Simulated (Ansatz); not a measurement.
# CH3GeNS: a ladder of functionals and wavefunction methods

One table from this session's results is given with a row withheld; the runs are named, their logs left out.

Method: functionals in def2-TZVPP, the program's frozen cores in correlated methods; program: Ansatz 0.2.0, Gaussian basis.

The runs, in order: LDA (SPW92), PBE-D4, revPBE-D4, BLYP-D4, r2SCAN-D4, B97M-V, PBE0-D4, B3LYP-D4, r2SCANh-D4, r2SCAN0-D4, HSE06-D4, BHLYP-D4, CAM-B3LYP-D4, LC-ωPBE, ωB97X-V, ωB97M-V, B2PLYP, PBE-QIDH; CCSD(T)/def2-SVP; CCSD(T)/def2-TZVPP; CCSD(T)/def2-QZVPP; extrapolation to the limit; RPA on PBE.

## The geometry

The geometry comes from an earlier relaxation with PBE0-D4 in a triple-zeta def2 set; it is a stationary point, not always the lowest conformer.

SMILES `S=C=[N][GeH3]`, 7 atoms, charge 0, spin multiplicity 1.

Atoms are counted from 1 here; the program's logs count them from 0.

Bond lengths: S1–C2 1.573 Å, C2–N3 1.187 Å, N3–Ge4 1.830 Å, Ge4–H5 1.532 Å, Ge4–H6 1.529 Å, Ge4–H7 1.532 Å. Angles: S1–C2–N3 178.1°, C2–N3–Ge4 158.7°, N3–Ge4–H5 107.1°, N3–Ge4–H6 106.1°, N3–Ge4–H7 106.9°, H5–Ge4–H6 112.1°, H5–Ge4–H7 112.1°, H6–Ge4–H7 112.0°.

The first run:

File in.yaml:

```yaml
crystal:
  periodic: [false, false, false]
  atoms:
    - {symbol: S, position_ang: [0.457323, -3.159306, 1.117534]}
    - {symbol: C, position_ang: [0.206781, -1.646752, 0.764553]}
    - {symbol: N, position_ang: [0.009370, -0.498807, 0.537124]}
    - {symbol: Ge, position_ang: [-0.140634, 1.045474, -0.432710]}
    - {symbol: H, position_ang: [-1.023282, 0.733308, -1.645419]}
    - {symbol: H, position_ang: [-0.787076, 2.070532, 0.499984]}
    - {symbol: H, position_ang: [1.277498, 1.455560, -0.841066]}
basis:
  gaussian: {orbitals: def2-TZVPP}
hamiltonian: {xc: lda}
output: {orbitals: {seedname: orbitals}}
```

Command:

```bash
$ ansatz run in.yaml --threads 2 --pin off --events-out ev --progress --plain --max-ram 32768MiB --backend cpu
```

Among the steps run: LDA; PBE-D4 (GGA); revPBE-D4 (GGA); BLYP-D4 (GGA); r2SCAN-D4 (meta-GGA); B97M-V (meta-GGA); B3LYP-D4 (hybrid); r2SCANh-D4 (hybrid); r2SCAN0-D4 (hybrid); HSE06-D4 (hybrid); BHLYP-D4 (hybrid); CAM-B3LYP-D4 (range-separated); LC-ωPBE (range-separated); ωB97X-V (range-separated); ωB97M-V (range-separated); B2PLYP (double hybrid); PBE-QIDH (double hybrid).

One table of the session follows, with a row left open; its other results are not shown here.

It belongs to the step «Orbital energies across the functionals». 

| functional | HOMO (eV) | gap (eV) |
| --- | --- | --- |
| LDA (SPW92) | -6.25 | 4.69 |
| PBE-D4 | -6.10 | 4.75 |
| revPBE-D4 | -6.05 | 4.78 |
| BLYP-D4 | -5.92 | 4.70 |
| r2SCAN-D4 | -6.36 | 5.23 |
| B97M-V | -6.39 | 5.28 |
| PBE0-D4 | -7.22 | 6.77 |
| B3LYP-D4 | -6.98 | 6.31 |
| r2SCANh-D4 | -6.78 | 5.97 |
| r2SCAN0-D4 | -7.40 | 7.08 |
| HSE06-D4 | -6.83 | 6.00 |
| BHLYP-D4 | -8.19 | 8.74 |
| CAM-B3LYP-D4 | -8.43 | 9.06 |
| LC-ωPBE | ? | ? |
| ωB97X-V | -9.41 | 11.09 |
| ωB97M-V | -9.25 | 10.82 |

Q: Estimate the row for LC-ωPBE from the others.

**Answer.** HOMO (eV): -9.74; gap (eV): 11.48. In the column «HOMO (eV)» it is the lowest.
